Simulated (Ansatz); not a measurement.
# AlNi: lattice vibrations

How does the lattice vibrate, and how do the modes shift with volume? Displacements sample a 2×2×2 mesh. Runs: cell and atoms relaxed (PAW); reference run (PAW); volume scaled by 0.985 (PAW); volume scaled by 1.015 (PAW); mode Grüneisen parameters (PAW).

Method: DFT LDA, frozen-core PAW, scalar-relativistic unless said, in Ansatz 0.2.0.

2 further runs of the same task are left out: 2 set aside as unsound or not needed.

## 1. The system as given

It takes space group Pm-3m (No. 221, cubic). The conventional cell has a = 2.881 Å, b = 2.881 Å, c = 2.881 Å, α = 90.00°, β = 90.00°, γ = 90.00°. Al (site symmetry m-3m) is surrounded by 8 Ni at 2.50 Å. Ni (site symmetry m-3m) is surrounded by 8 Al at 2.50 Å.

Coordinates:

```cif
data_structure
_symmetry_space_group_name_H-M 'P 1'
_symmetry_Int_Tables_number 1
_cell_length_a 2.8810
_cell_length_b 2.8810
_cell_length_c 2.8810
_cell_angle_alpha 90.000
_cell_angle_beta 90.000
_cell_angle_gamma 90.000
_cell_volume 23.91
loop_
_atom_site_label
_atom_site_type_symbol
_atom_site_fract_x
_atom_site_fract_y
_atom_site_fract_z
_atom_site_occupancy
Al1 Al 0.00000 0.00000 0.00000 1
Ni1 Ni 0.50000 0.50000 0.50000 1
```

Cartesian axes are those of the input's lattice vectors. The structure goes back to a database entry.

## 2. Cell and atoms relaxed, PAW

The input, input.yaml:

```yaml
crystal:
  lattice:
    - [2.881, 0.0, 0.0]
    - [0.0, 2.881, 0.0]
    - [0.0, 0.0, 2.881]
  atoms:
    - { symbol: Al, position: [0.0, 0.0, 0.0] }
    - { symbol: Ni, position: [0.5, 0.5, 0.5] }
kpoints:
  mp_grid: { grid: [12, 12, 12] }
scf:
  occupations: { method: fermi_dirac, width: 0.08 }
hamiltonian:
  xc: lda
  pseudopotentials: { kind: paw }
relax:
  f_tol: 0.002
  max_steps: 80
  cell: {}
output:
  forces: true
  stress: true
```

Launch:

```bash
$ ansatz run input.yaml --threads 2 --pin off --max-ram 5120MiB --backend cpu --events-out ev --progress --plain --runs-dir out
```

## 3. Reference run, PAW

The input, input.yaml:

```yaml
crystal:
  lattice:
    - [2.83301912854, 0.0, 0.0]
    - [0.0, 2.83301912854, 0.0]
    - [0.0, 0.0, 2.83301912854]
  atoms:
    - { symbol: Al, position: [0.0, 0.0, 0.0] }
    - { symbol: Ni, position: [0.5, 0.5, 0.5] }
kpoints:
  mp_grid: { grid: [12, 12, 12] }
scf:
  occupations: { method: fermi_dirac, width: 0.08 }
hamiltonian:
  xc: lda
  pseudopotentials: { kind: paw }
phonons:
  qmesh: [2, 2, 2]
  qpath:
    path:
      - [0.0, 0.0, 0.0]
      - [0.0, 0.5, 0.0]
      - [0.5, 0.5, 0.0]
      - [0.0, 0.0, 0.0]
      - [0.5, 0.5, 0.5]
      - [0.0, 0.5, 0.0]
      - [0.5, 0.5, 0.5]
      - [0.5, 0.5, 0.0]
    npoints: 6
  temperatures: { t_min: 0, t_max: 1000, t_step: 100 }
```

## 4. Volume scaled by 0.985, PAW

input.yaml, as its differences from that of step 3:

```diff
@@ -2,5 +2,5 @@
   lattice:
-    - [2.83301912854, 0.0, 0.0]
-    - [0.0, 2.83301912854, 0.0]
-    - [0.0, 0.0, 2.83301912854]
+    - [2.81878261124, 0.0, 0.0]
+    - [0.0, 2.81878261124, 0.0]
+    - [0.0, 0.0, 2.81878261124]
   atoms:
```

## 5. Volume scaled by 1.015, PAW

input.yaml, as its differences from that of step 4:

```diff
@@ -2,5 +2,5 @@
   lattice:
-    - [2.81878261124, 0.0, 0.0]
-    - [0.0, 2.81878261124, 0.0]
-    - [0.0, 0.0, 2.81878261124]
+    - [2.84711398308, 0.0, 0.0]
+    - [0.0, 2.84711398308, 0.0]
+    - [0.0, 0.0, 2.84711398308]
   atoms:
```

(Steps that only read results are left out.)

Q: Predict the outcome of this session. Wanted: highest mode on the mesh, without the LO shift; optical modes at Γ.

**Answer**, as computed:

| quantity | value |
| --- | --- |
| highest mode on the mesh, without the LO shift (PAW) | 384 cm⁻¹ |
| optical modes at Γ | 307 (T1u) cm⁻¹ |
| mean Grüneisen parameter at 300 K (PAW) | 1.95 |

No mode on the mesh is unstable; the highest lies at 384 cm⁻¹ by PAW. Weighted by heat capacity at 300 K the mean Grüneisen parameter of the sampled modes is 1.95, which points to expansion on heating. Each set of modes is computed in the harmonic approximation. Cautions: frozen-core PAW files fitted under PBE, their cores solved anew for the functional of the run; responses of metals move with mesh and smearing.
